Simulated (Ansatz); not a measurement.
# BClGeH5NO: up Jacob's ladder to CCSD(T)

The task here is to estimate one member of a computed series from the others.

The runs use Ansatz 0.2.0, Gaussian basis; functionals in def2-TZVPP, the program's frozen cores in correlated methods.

Plan: LDA (SPW92), PBE-D4, revPBE-D4, BLYP-D4, r2SCAN-D4, B97M-V, PBE0-D4, B3LYP-D4, r2SCANh-D4, r2SCAN0-D4, HSE06-D4, BHLYP-D4, CAM-B3LYP-D4, LC-ωPBE, ωB97X-V, ωB97M-V, B2PLYP, PBE-QIDH; CCSD(T)/def2-SVP; CCSD(T)/def2-TZVPP; MP2/def2-QZVPP; extrapolation to the limit; RPA on PBE.

### Structure used throughout

All runs share one geometry, relaxed beforehand with PBE0-D4 in a triple-zeta def2 set.

SMILES `NB(Cl)[O][GeH3]`, 10 atoms, charge 0, spin multiplicity 1.

Atoms are counted from 1 here; the program's logs count them from 0.

Bond lengths: N1–B2 1.402 Å, N1–H6 1.005 Å, N1–H7 1.004 Å, B2–Cl3 1.786 Å, B2–O4 1.351 Å, O4–Ge5 1.782 Å, Ge5–H8 1.530 Å, Ge5–H9 1.534 Å, Ge5–H10 1.541 Å. Angles: B2–N1–H6 123.8°, B2–N1–H7 121.7°, H6–N1–H7 114.5°, N1–B2–Cl3 117.2°, N1–B2–O4 125.7°, Cl3–B2–O4 117.0°, B2–O4–Ge5 130.2°, O4–Ge5–H8 105.4°, O4–Ge5–H9 107.6°, O4–Ge5–H10 109.0°, H8–Ge5–H9 112.3°, H8–Ge5–H10 111.5°, H9–Ge5–H10 110.8°.

As a file:

```xyz
10
BClGeH5NO
N    -0.4724    1.2682    0.9650
B    -0.9420   -0.0421    0.7944
Cl   -2.3075   -0.5615    1.8220
O    -0.4520   -0.9482   -0.0799
Ge    0.9528   -0.8500   -1.1719
H     0.2630    1.6740    0.4138
H    -0.8898    1.8954    1.6280
H     0.5919   -1.7196   -2.3778
H     2.1711   -1.3870   -0.4097
H     1.1678    0.6198   -1.5812
```

The first run:

in.yaml reads:

```yaml
crystal:
  periodic: [false, false, false]
  atoms:
    - {symbol: N, position_ang: [-0.472374, 1.268233, 0.965041]}
    - {symbol: B, position_ang: [-0.941984, -0.042066, 0.794372]}
    - {symbol: Cl, position_ang: [-2.307480, -0.561534, 1.822050]}
    - {symbol: O, position_ang: [-0.452045, -0.948155, -0.079853]}
    - {symbol: Ge, position_ang: [0.952762, -0.850026, -1.171947]}
    - {symbol: H, position_ang: [0.262975, 1.673977, 0.413775]}
    - {symbol: H, position_ang: [-0.889827, 1.895408, 1.628041]}
    - {symbol: H, position_ang: [0.591941, -1.719645, -2.377771]}
    - {symbol: H, position_ang: [2.171092, -1.387048, -0.409724]}
    - {symbol: H, position_ang: [1.167839, 0.619757, -1.581184]}
basis:
  gaussian: {orbitals: def2-TZVPP}
hamiltonian: {xc: lda}
output: {orbitals: {seedname: orbitals}}
```

Among the steps run: LDA; PBE-D4 (GGA); revPBE-D4 (GGA); BLYP-D4 (GGA); r2SCAN-D4 (meta-GGA); B97M-V (meta-GGA); PBE0-D4 (hybrid); B3LYP-D4 (hybrid); r2SCANh-D4 (hybrid); r2SCAN0-D4 (hybrid); HSE06-D4 (hybrid); BHLYP-D4 (hybrid); CAM-B3LYP-D4 (range-separated); LC-ωPBE (range-separated); ωB97X-V (range-separated); ωB97M-V (range-separated); B2PLYP (double hybrid); PBE-QIDH (double hybrid).

One table of the session follows, with a row left open; its other results are not shown here.

It belongs to the step «Orbital energies across the functionals». 

```
  functional  HOMO (eV)  gap (eV)
 LDA (SPW92)      -6.75      5.56
      PBE-D4      -6.57      5.67
   revPBE-D4          ?         ?
     BLYP-D4      -6.44      5.63
   r2SCAN-D4      -6.90      6.37
      B97M-V      -6.99      6.27
     PBE0-D4      -8.01      7.97
    B3LYP-D4      -7.75      7.45
  r2SCANh-D4      -7.44      7.20
  r2SCAN0-D4      -8.24      8.42
    HSE06-D4      -7.60      7.19
    BHLYP-D4      -9.35     10.10
CAM-B3LYP-D4      -9.44     10.32
     LC-ωPBE     -10.87     13.01
     ωB97X-V     -10.48     12.42
     ωB97M-V     -10.36     11.99
```

Estimate the missing values for revPBE-D4.

The run gave: HOMO (eV): -6.50; gap (eV): 5.75. In the column «HOMO (eV)» it lies between PBE-D4 (-6.57) and BLYP-D4 (-6.44).
